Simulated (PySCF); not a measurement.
# GeCl₂: triplet, from a bent start

Where does triplet GeCl₂ go from a bent start, is the end point a minimum, and what are its modes, charges and moments?

Program: PySCF 2.14.0. Level of theory: PBE0, basis Ge def2-TZVP, Cl def2-TZVP, no relativity, density fitting. These are calculated values, not measurements.

### 1 The starting structure

3 atoms, charge 0, spin multiplicity 3.

Bond lengths: Ge1–Cl2 2.200 Å, Ge1–Cl3 2.200 Å. Angles: Cl2–Ge1–Cl3 110.0°.

Z-matrix (Å, degrees; charge 0 multiplicity 3):
```
Ge
Cl 1 2.2000
Cl 1 2.2000 2 110.00
```

### 2 Finding the electronic state

The steps below are one call of a driver around PySCF. For each, scf.py gives the equivalent set-up of the SCF; relaxations use the driver's own optimiser. After this first run the driver tries any further starts and a stability analysis.

Contents of scf.py:

```python
from pyscf import gto, scf, dft
mol = gto.M(atom='''
Ge     0.000000     0.000000     0.000000
Cl     1.802100     0.000000     1.261900
Cl    -1.802100     0.000000     1.261900''',
    basis={'Ge': 'def2-TZVP', 'Cl': 'def2-TZVP'},
    charge=0, spin=2)
mf = dft.UKS(mol, xc='PBE0')
mf.grids.atom_grid = (50, 194)
aux = {'Ge': 'def2-universal-JKFIT', 'Cl': 'def2-universal-JKFIT'}
mf = mf.density_fit(auxbasis=aux)
mf.conv_tol = 1e-08
mf.diis_space = 10
mf.max_cycle = 60
mf.init_guess = 'minao'
mf.verbose = 4
mf.kernel()
```

Started as:

```
OMP_NUM_THREADS=4 python axn.py task.json out
```

The runs that follow: Relaxation: bent start, triplet; Hessian and properties.

Q: Predict the outcome of this session. Wanted: minimum; geometry; wavenumbers; dipole moment; highest occupied, lowest empty level; polar-tensor charge of Ge1; zero-point energy; atomisation energy; ⟨S²⟩.

The runs gave:

| quantity | value |
| --- | --- |
| minimum | triplet, C2v |
| geometry | Ge–Cl 2.152 Å (×2); Cl–Ge–Cl 118.9° |
| wavenumbers (cm⁻¹) | 117 (a1), 382 (a1), 432 (b2) |
| dipole moment | 1.07 D |
| highest occupied, lowest empty level (either spin) | -5.35, -5.29 eV |
| polar-tensor charge of Ge1 | +0.75 e |
| zero-point energy | 5.6 kJ/mol |
| entropy at 298.15 K | 305.7 J/(mol K) |
| atomisation energy (no zero-point energy) | 558 kJ/mol |
| ⟨S²⟩ | 2.005 |

What this shows: The bent start keeps its C2v symmetry and ends in a minimum. The strongest infrared band lies at 432 cm⁻¹ (b2, stretch). Most of the spin sits on Ge1 (Mulliken spin 1.52, against 2 for the whole molecule). Other starts or spin states, not run here, may lie lower.
